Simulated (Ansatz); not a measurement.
**AsBBrH₃: single points off equilibrium**

An exercise on one series of results from a longer session: the logs are not shown, and one member is left open.

Method: single points in def2-TZVPP; program: Ansatz 0.2.0, Gaussian basis.

Correlated methods freeze the cores. Filled d shells of the heavier atoms are correlated.

### The starting structure

SMILES `[AsH2]BBr`, 6 atoms, charge 0, spin multiplicity 1.

Atoms are counted from 1 here; the program's logs count them from 0.

Bond lengths: As1–B2 2.041 Å, As1–H4 1.556 Å, As1–H5 1.501 Å, B2–Br3 1.815 Å, B2–H6 1.181 Å. Angles: B2–As1–H4 94.8°, B2–As1–H5 92.1°, H4–As1–H5 91.6°, As1–B2–Br3 124.2°, As1–B2–H6 117.3°, Br3–B2–H6 118.5°.

Geometry (Å):

```xyz
6
charge 0, multiplicity 1
As   -1.2003    0.5333   -0.0681
B     0.5484   -0.2136    0.6729
Br    1.2516   -1.8187    0.2018
H    -1.3025   -0.4988   -1.2275
H    -0.4742    1.5104   -0.9455
H     1.1552    0.4690    1.4221
```

The first run:

The input, run/in.yaml:

```yaml
crystal:
  periodic: [false, false, false]
  atoms:
    - {symbol: As, position_ang: [-1.200300, 0.533300, -0.068100]}
    - {symbol: B, position_ang: [0.548400, -0.213600, 0.672900]}
    - {symbol: Br, position_ang: [1.251600, -1.818700, 0.201800]}
    - {symbol: H, position_ang: [-1.302500, -0.498800, -1.227500]}
    - {symbol: H, position_ang: [-0.474200, 1.510400, -0.945500]}
    - {symbol: H, position_ang: [1.155200, 0.469000, 1.422100]}
basis:
  gaussian: {orbitals: def2-TZVPP}
correlation: {method: ccsd_t}
output: {forces: true}
```

The command line of these runs was not kept.

Among the steps run: CCSD(T)/def2-TZVPP; PBE0-D4/def2-TZVPP; wB97M-V/def2-TZVPP; r2SCAN-D4/def2-TZVPP; PBE-D4/def2-TZVPP; BLYP-D4/def2-TZVPP; r2SCANh-D4/def2-TZVPP.

One table of the session follows, with a row left open; its other results are not shown here.

```
    method  RMS force component (eV/Å)  angle to CCSD(T) forces (°)  dipole (D)
   CCSD(T)                       0.727                    reference        0.39
   PBE0-D4                       0.690                          4.8        0.35
   wB97M-V                           ?                            ?           ?
 r2SCAN-D4                       0.714                          3.2        0.36
    PBE-D4                       0.719                         12.9        0.31
   BLYP-D4                       0.778                         13.6        0.26
r2SCANh-D4                       0.708                          2.9        0.37
```

**Question.** Estimate the row for wB97M-V.

The run gave: RMS force component (eV/Å): 0.714; angle to CCSD(T) forces (°): 3.1; dipole (D): 0.33.
